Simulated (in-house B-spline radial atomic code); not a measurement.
# Os¹⁹⁺: excited configurations

How much energy does it take to promote electrons of Os¹⁹⁺ to other shells? Each configuration is solved by itself and compared with the reference.

The numbers are computed with in-house B-spline radial atomic code version 1 (Dirac-Hartree-Fock, average of configuration, Fermi nucleus, basis-set limit), except any that are marked as measured or tabulated.

### Step 1. What is computed

| Property | Result |
| --- | --- |
| element | osmium (Z = 76) |
| charge | +19 |
| electrons | 57 |
| configuration | [Kr] 4d10 4f11 |
| Hamiltonian | Dirac-Coulomb |
| nucleus | Fermi, rms radius 5.413 fm |

The outer shells:

[Kr] 4d10 4f11
```
[Kr] core
4d [↑↓][↑↓][↑↓][↑↓][↑↓]
4f [↑↓][↑↓][↑↓][↑↓][↑ ][↑ ][↑ ]
```

The boxes draw the filling by Hund's rule, which heavy ions in jj coupling don't follow; these runs average over all states of the configuration.

The run's settings:

```ini
Z = 76
electrons = 57.0
configuration = [Kr] 4d10 4f11
hamiltonian = dirac
method = hf
spin_polarised = False
nucleus = fermi
rms_radius = 5.4126
mass_number = 192
atomic_mass = 191.961478765
speed_of_light = 137.035999084
```

The reference is known from an earlier run: -17133.812337 hartree in all. Up to eight levels, counted from the top:

```csv
orbital,occupation,energy (eV),<r> (bohr)
3d5/2,6,-2475.78,0.1779
4s1/2,2,-1139.74,0.4274
4p1/2,2,-1029.22,0.4303
4p3/2,4,-945.73,0.4593
4d3/2,4,-763.19,0.4660
4d5/2,6,-747.15,0.4756
4f5/2,4.71429,-517.18,0.4845
4f7/2,6.28571,-513.82,0.4893
```

### Step 2. [Kr] 4d9 4f11 5s1

The run's settings:

```ini
Z = 76
electrons = 57.0
configuration = [Kr] 4d9 4f11 5s1
hamiltonian = dirac
method = hf
spin_polarised = False
nucleus = fermi
rms_radius = 5.4126
mass_number = 192
atomic_mass = 191.961478765
speed_of_light = 137.035999084
```

### Step 3. Run with [Kr] 4d10 4f10 5f1

Changes to the settings of step 2:

```diff
@@ -2,3 +2,3 @@
 electrons = 57.0
-configuration = [Kr] 4d9 4f11 5s1
+configuration = [Kr] 4d10 4f10 5f1
 hamiltonian = dirac
```

### Step 4. Run with [Kr] 4d10 4f10 6g1

Changes to the settings of step 3:

```diff
@@ -2,3 +2,3 @@
 electrons = 57.0
-configuration = [Kr] 4d10 4f10 5f1
+configuration = [Kr] 4d10 4f10 6g1
 hamiltonian = dirac
```

### Step 5. [Kr] 4d9 4f11 6f1

Changes to the settings of step 4:

```diff
@@ -2,3 +2,3 @@
 electrons = 57.0
-configuration = [Kr] 4d10 4f10 6g1
+configuration = [Kr] 4d9 4f11 6f1
 hamiltonian = dirac
```

### Step 6. Run with [Kr] 4d9 4f11 7f1

Changes to the settings of step 5:

```diff
@@ -2,3 +2,3 @@
 electrons = 57.0
-configuration = [Kr] 4d9 4f11 6f1
+configuration = [Kr] 4d9 4f11 7f1
 hamiltonian = dirac
```

Q: How far above the reference does each configuration lie (order and size, in eV)?

The runs gave:

| net move | configuration | energy above the reference (eV) | with Breit, QED, recoil (eV) | largest <r> (bohr) |
| --- | --- | --- | --- | --- |
| 4f → 5f | [Kr] 4d10 4f10 5f1 | 229.89 | 229.95 | 1.16 |
| 4d → 5s | [Kr] 4d9 4f11 5s1 | 262.24 | 262.44 | 0.862 |
| 4f → 6g | [Kr] 4d10 4f10 6g1 | 355.57 | 355.62 | 2.08 |
| 4d → 6f | [Kr] 4d9 4f11 6f1 | 563.99 | 563.50 | 1.91 |
| 4d → 7f | [Kr] 4d9 4f11 7f1 | 617.71 | 617.22 | 2.80 |

Quantum defects of the promoted electron, δ = n − ζ/√(−2ε) with ζ = 20 and ε its orbital energy in hartree:

| promotion | δ |
| --- | --- |
| 4f → 5f | 0.606 |
| 4d → 5s | 1.660 |
| 4f → 6g | 0.095 |
| 4d → 6f | 0.589 |
| 4d → 7f | 0.583 |

The energies run from 229.89 eV (4f → 5f) to 617.71 eV (4d → 7f). 2 of them lie more than 2 % above the ionisation threshold that Koopmans' theorem gives (513.82 eV), where such states can decay by emitting an electron. Of those tabulated, the defect is largest for 5s (1.66) and least for 6g (0.10); at this charge much of the defect is relativistic. Two partly filled shells share a symmetry and can mix in the average, which may lower the energy, for: 4f → 5f; 4d → 6f; 4d → 7f. These are averages over configurations, without correlation, not spectroscopic levels.
